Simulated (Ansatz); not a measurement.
# BH₂OSe+ (SMILES [OH2+]B=[Se]): one structure at several levels

One table from this session's results is given with a row withheld; the runs are named, their logs left out.

Program: Ansatz 0.2.0, Gaussian basis. Level of theory: single points in def2-TZVPP. These are calculated values, not measurements.

Correlated methods freeze the cores. Filled d shells of the heavier atoms are correlated.

1 further run of the same task is left out (it didn't finish).

### The starting structure

5 atoms, charge 1, spin multiplicity 1.

Atoms are counted from 1 here; the program's logs count them from 0.

Bond lengths: O1–B2 1.428 Å, O1–H4 0.986 Å, O1–H5 0.916 Å, B2–Se3 1.679 Å. Angles: B2–O1–H4 125.4°, B2–O1–H5 115.9°, H4–O1–H5 110.8°, O1–B2–Se3 173.4°.

Coordinates:

```
O    -0.4120    0.4823   -0.3133
B     0.3107   -0.5313    0.3855
Se    1.3120   -1.6009    1.2047
H    -0.4158    1.4421   -0.0854
H    -1.2190    0.2281   -0.6630
```

Set-up of the first run:

Contents of run/in.yaml:

```yaml
crystal:
  periodic: [false, false, false]
  atoms:
    - {symbol: O, position_ang: [-0.411969, 0.482293, -0.313252]}
    - {symbol: B, position_ang: [0.310743, -0.531323, 0.385475]}
    - {symbol: Se, position_ang: [1.311984, -1.600907, 1.204699]}
    - {symbol: H, position_ang: [-0.415757, 1.442069, -0.085375]}
    - {symbol: H, position_ang: [-1.219024, 0.228145, -0.663040]}
basis:
  gaussian: {orbitals: def2-TZVPP}
total_charge: 1
hamiltonian: {xc: pbe, dispersion: d4}
output: {forces: true}
```

Run with:

```bash
> ansatz run in.yaml --threads 2 --pin off --events-out ev --progress --plain --max-ram 3481MiB
```

Steps of the session up to this table: PBE-D4/def2-TZVPP; r2SCAN-D4/def2-TZVPP; PBE0-D4/def2-TZVPP; wB97M-V/def2-TZVPP; CCSD(T)/def2-TZVPP.

One table of the session follows, with a row left open; its other results are not shown here.

| method | RMS force component (eV/Å) | angle to CCSD(T) forces (°) |
| --- | --- | --- |
| PBE-D4 | ? | ? |
| r2SCAN-D4 | 1.289 | 7.2 |
| PBE0-D4 | 1.267 | 8.6 |
| wB97M-V | 1.236 | 12.2 |
| CCSD(T) | 1.290 | reference |

Q: Estimate the row for PBE-D4 from the others.

**Answer.** RMS force component (eV/Å): 1.419; angle to CCSD(T) forces (°): 8.4. In the column «RMS force component (eV/Å)» it is the highest.

Caveats from the session: The reference is not at the basis limit: in triple zeta CCSD(T) underbinds, which counts against methods that bind more; the gaps are no ranking.
